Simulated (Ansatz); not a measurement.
# CH₃BCl₂S: one species, many methods

An exercise on one series of results from a longer session: the logs are not shown, and one member is left open.

Program: Ansatz 0.2.0, Gaussian basis. Level of theory: functionals in def2-TZVPP, the program's frozen cores in correlated methods. These are calculated values, not measurements.

Levels to be run: LDA (SPW92), PBE-D4, revPBE-D4, BLYP-D4, r2SCAN-D4, B97M-V, PBE0-D4, B3LYP-D4, r2SCANh-D4, r2SCAN0-D4, HSE06-D4, BHLYP-D4, CAM-B3LYP-D4, LC-ωPBE, ωB97X-V, ωB97M-V, B2PLYP, PBE-QIDH; CCSD(T)/def2-SVP; CCSD(T)/def2-TZVPP; MP2/def2-QZVPP; extrapolation to the limit; RPA on PBE.

## The relaxed structure

An earlier PBE0-D4 in a triple-zeta def2 set relaxation fixed the geometry.

8 atoms, charge 0, spin multiplicity 1.

Atoms are counted from 1 here; the program's logs count them from 0.

Bond lengths: C1–S2 1.807 Å, C1–H6 1.088 Å, C1–H7 1.089 Å, C1–H8 1.088 Å, S2–B3 1.776 Å, B3–Cl4 1.750 Å, B3–Cl5 1.750 Å. Angles: S2–C1–H6 110.7°, S2–C1–H7 106.4°, S2–C1–H8 110.7°, H6–C1–H7 109.6°, H6–C1–H8 110.0°, H7–C1–H8 109.6°, C1–S2–B3 104.2°, S2–B3–Cl4 123.3°, S2–B3–Cl5 117.2°, Cl4–B3–Cl5 119.4°.

The first run:

Input file in.yaml:

```yaml
crystal:
  periodic: [false, false, false]
  atoms:
    - {symbol: C, position_ang: [-0.126242, 0.587491, 1.151831]}
    - {symbol: S, position_ang: [-1.131780, 0.069522, -0.256909]}
    - {symbol: B, position_ang: [0.031250, -0.681300, -1.369231]}
    - {symbol: Cl, position_ang: [1.742886, -0.811398, -1.026423]}
    - {symbol: Cl, position_ang: [-0.594768, -1.313872, -2.875722]}
    - {symbol: H, position_ang: [0.353232, -0.271188, 1.617678]}
    - {symbol: H, position_ang: [-0.808545, 1.053651, 1.861530]}
    - {symbol: H, position_ang: [0.626167, 1.309894, 0.841547]}
basis:
  gaussian: {orbitals: def2-TZVPP}
hamiltonian: {xc: lda}
output: {orbitals: {seedname: orbitals}}
```

Steps of the session up to this table: LDA; PBE-D4 (GGA); revPBE-D4 (GGA); BLYP-D4 (GGA); r2SCAN-D4 (meta-GGA); B97M-V (meta-GGA); PBE0-D4 (hybrid); B3LYP-D4 (hybrid); r2SCANh-D4 (hybrid); r2SCAN0-D4 (hybrid); HSE06-D4 (hybrid); BHLYP-D4 (hybrid); CAM-B3LYP-D4 (range-separated); LC-ωPBE-D4 (range-separated; the results give it without D4); ωB97X-V (range-separated); ωB97M-V (range-separated); B2PLYP (double hybrid); PBE-QIDH (double hybrid).

One of the session's tables, all rows but one given; the rest of the session is left out.

It belongs to the step «Orbital energies across the functionals». 

```
  functional  HOMO (eV)  gap (eV)
 LDA (SPW92)      -6.69      4.46
      PBE-D4      -6.57      4.57
   revPBE-D4          ?         ?
     BLYP-D4      -6.39      4.58
   r2SCAN-D4      -6.84      5.08
      B97M-V      -6.91      5.28
     PBE0-D4      -7.75      6.63
    B3LYP-D4      -7.51      6.23
  r2SCANh-D4      -7.27      5.82
  r2SCAN0-D4      -7.93      6.95
    HSE06-D4      -7.36      5.85
    BHLYP-D4      -8.79      8.76
CAM-B3LYP-D4      -9.04      9.07
     LC-ωPBE     -10.42     11.50
     ωB97X-V     -10.06     11.12
     ωB97M-V      -9.88     10.83
```

**Question.** Estimate the row for revPBE-D4.

As computed: HOMO (eV): -6.52; gap (eV): 4.61. In the column «HOMO (eV)» it lies between PBE-D4 (-6.57) and BLYP-D4 (-6.39).
